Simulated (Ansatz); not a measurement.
# GaO+ (singlet): from Hartree-Fock to the top rungs at distance O1–Ga2 = 4.428 Å, cc-pVDZ

An exercise on one series of results from a longer session: the logs are not shown, and one member is left open.

Method: cc-pVDZ, core rule «outside noble gas», up to 15 orbitals frozen; program: Ansatz 0.2.0, Gaussian basis.

To be run: UHF; CCSD(T) on RHF; CCSD(T) on UHF; BCCD(T) on RHF; CISD; CCSDT(Q) on RHF; CCSDT(Q) on UHF; CCSDTQ on RHF; CCSDTQ on UHF; CASSCF and MRCISD+Q, 2 electrons in 2 orbitals; CASSCF and NEVPT2, 2 electrons in 2 orbitals; CASSCF and MRCISD+Q, 8 electrons in 8 orbitals; CASSCF and NEVPT2, 8 electrons in 8 orbitals; Full CI.

4 further runs of the same task are left out: 4 for a known fault of the program. Runs told in other sessions of the task aren't counted.

### What is computed

The geometry derives from a PBE0/def2-TZVP stationary point (not a proven minimum). One bond is set to the value named and the two fragments are kept rigid. No spin-orbit coupling is included. The filled d shell of Ga may be among the frozen orbitals whatever the setting's name suggests.

2 atoms, charge 1, spin multiplicity 1.

Atoms are counted from 1 here; the program's logs count them from 0.

No contacts short enough for the rule that draws bonds.

Set-up of the first run:

The input, in.yaml:

```yaml
crystal:
  periodic: [false, false, false]
  atoms:
    - {symbol: O, position_ang: [0.000000, 0.000000, 0.000000]}
    - {symbol: Ga, position_ang: [0.000000, 0.000000, 4.428000]}
basis:
  gaussian: {orbitals: cc-pVDZ}
total_charge: 1
magnetization: {spin_polarized: true, initial_magnetization: 0}
hamiltonian: {xc: hf}
output: {orbitals: {seedname: orbitals}}
```

Command:

```
$ ansatz run in.yaml --threads 1 --pin off --events-out ev --progress --plain --max-ram 2816MiB --backend cpu
```

Steps of the session up to this table: UHF; CCSD(T) on RHF; CCSD(T) on UHF; BCCD(T) on RHF; CISD; CCSDT(Q) on RHF; CCSDT(Q) on UHF; CCSDTQ on RHF; CCSDTQ on UHF; CASSCF and MRCISD+Q, 2 electrons in 2 orbitals; CASSCF and NEVPT2, 2 electrons in 2 orbitals; CASSCF and MRCISD+Q, 8 electrons in 8 orbitals; CASSCF and NEVPT2, 8 electrons in 8 orbitals; Full CI.

One table of the session follows, with a row left open; its other results are not shown here.

| method | from FCI (meV) |
| --- | --- |
| RHF | +5517.9 |
| RMP2 | +1623.5 |
| CISD | +790.0 |
| RCCSD | +343.0 |
| RCCSD(T) | +145.8 |
| BCCD(T) | +146.6 |
| RCCSDT | +5.4 |
| RCCSDT(Q) | -1.6 |
| RCCSDTQ | +0.4 |
| CASSCF pair | ? |
| NEVPT2 pair | +735.2 |
| MRCISD pair | +245.1 |
| MRCISD+Q pair | -31.2 |
| CASSCF valence | +3469.6 |
| NEVPT2 valence | +716.2 |
| MRCISD valence | +88.8 |
| MRCISD+Q valence | -16.3 |
| FCI | 0 |

Estimate the missing values for CASSCF pair.

The run gave: from FCI (meV): +4421.2. In the column «from FCI (meV)» it lies between CASSCF valence (+3469.6) and RHF (+5517.9).

Limits of these values: The report flags that the cluster equations may have other roots. Left out of the table: UHF, UMP2, UCCSD, UCCSD(T), UCCSDT, UCCSDT(Q), UCCSDTQ (another determinant or state than the rows shown). The program flags RCCSDT(Q), RCCSDTQ as in doubt, so those rows may rest on another solution. MRCISD+Q pair, MRCISD+Q valence fall below full CI: the +Q correction isn't variational, and the cores differ from full CI's.
